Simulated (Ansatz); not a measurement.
This script for the Ansatz DFT code, driven from Python starts 4 runs on C2H6Ge2Se, SMILES C#[C][GeH2][Se][GeH3]. What input does the engine get in each?

The script, `methods.py`:
```python
"""C2H6Ge2Se at several levels of theory."""

from pathlib import Path
import argparse

import ansatz
from ase import Atoms
import numpy as np

parser = argparse.ArgumentParser(description="C2H6Ge2Se at several levels of theory.")
parser.add_argument("--basis-set", default="def2-SVP", help="Gaussian basis set")
args = parser.parse_args()


def main() -> None:
    atoms = Atoms(["C", "C", "Ge", "Se", "Ge", "H", "H", "H", "H", "H", "H"], positions=[
        (-3.5811, 0.219, 0.9055),
        (-2.4598, 0.2449, 0.4646),
        (-0.6977, 0.2849, -0.2271),
        (0.7378, -0.8911, 1.2227),
        (2.5665, -0.4331, -0.189),
        (-4.5657, 0.1963, 1.2927),
        (-0.221, 1.755, -0.3451),
        (-0.6757, -0.3804, -1.6269),
        (3.8509, -1.064, 0.4066),
        (2.75, 1.1013, -0.3115),
        (2.2957, -1.0328, -1.5925),
    ])
    molecule = ansatz.Crystal.molecule_from_ase(atoms)

    setup = molecule.calculation().basis(gaussian=args.basis_set)

    print("functional    E (Ha)        dipole (D)   HOMO (eV)  LUMO (eV)")
    for name in ["hf", "pbe", "lc_wpbe", "lda"]:
        r = setup.functional(name).forces().orbitals().run(runs_dir="runs").report
        lines = Path(r["orbitals_path"]).read_text().splitlines()
        field_of = lambda key: [line.split("=")[1].strip() for line in lines if line.startswith(key)]
        orbitals = [(27.211386 * float(e), s, float(n)) for e, s, n in zip(field_of("Ene="), field_of("Spin="), field_of("Occup="))]
        homo = max(e for e, _, n in orbitals if n > 0.5)
        lumo = min(e for e, _, n in orbitals if n < 0.5)
        dipole = 4.803205 * np.linalg.norm(r["charge_distribution"]["dipole_moment_e_ang"])
        print(f"{name:10s} {r['free_energy_ev'] / 27.211386246:14.6f} {dipole:9.3f} {homo:11.3f} {lumo:10.3f}")


if __name__ == "__main__":
    main()
```

Run 1:
```yaml
crystal:
  periodic: [false, false, false]
  atoms:
    - { symbol: C, position_ang: [-3.5811, 0.219, 0.9055] }
    - { symbol: C, position_ang: [-2.4598, 0.2449, 0.4646] }
    - { symbol: Ge, position_ang: [-0.6977, 0.2849, -0.2271] }
    - { symbol: Se, position_ang: [0.7378, -0.8911, 1.2227] }
    - { symbol: Ge, position_ang: [2.5665, -0.4331, -0.189] }
    - { symbol: H, position_ang: [-4.5657, 0.1963, 1.2927] }
    - { symbol: H, position_ang: [-0.221, 1.755, -0.3451] }
    - { symbol: H, position_ang: [-0.6757, -0.3804, -1.6269] }
    - { symbol: H, position_ang: [3.8509, -1.064, 0.4066] }
    - { symbol: H, position_ang: [2.75, 1.1013, -0.3115] }
    - { symbol: H, position_ang: [2.2957, -1.0328, -1.5925] }
basis:
  gaussian:
    orbitals: def2-SVP
hamiltonian:
  xc: hf
output:
  orbitals: {}
  forces: true
```

Run 2, against run 1:
```diff
-  xc: hf
+  xc: pbe
```

Run 3, against run 1:
```diff
-  xc: hf
+  xc: lc_wpbe
```

Run 4, against run 1:
```diff
-  xc: hf
+  xc: lda
```

Output of `python methods.py`:
```text
functional    E (Ha)        dipole (D)   HOMO (eV)  LUMO (eV)
hf           -6628.904142     1.055      -9.453      2.820
pbe          -6633.367098     0.754      -5.712     -1.489
lc_wpbe      -6633.536539     1.037      -9.470      1.554
lda          -6623.965766     0.820      -5.784     -1.734
```

Total energies depend on the basis set; only differences at equal settings carry meaning. The geometry is a force-field or estimated start, not a minimum of this method, and the basis set is short of its limit. A lower total doesn't mark the better method: functionals have no common bound, and MP2 and coupled cluster aren't variational. Levels such as HOMO and LUMO are orbital energies: with these approximate functionals they aren't the ionisation energy and electron affinity, and their gap isn't the fundamental gap. Finished in 32 s on 1 thread of Arm Neoverse V1, with other jobs on the host, peak memory 0.49 GiB.
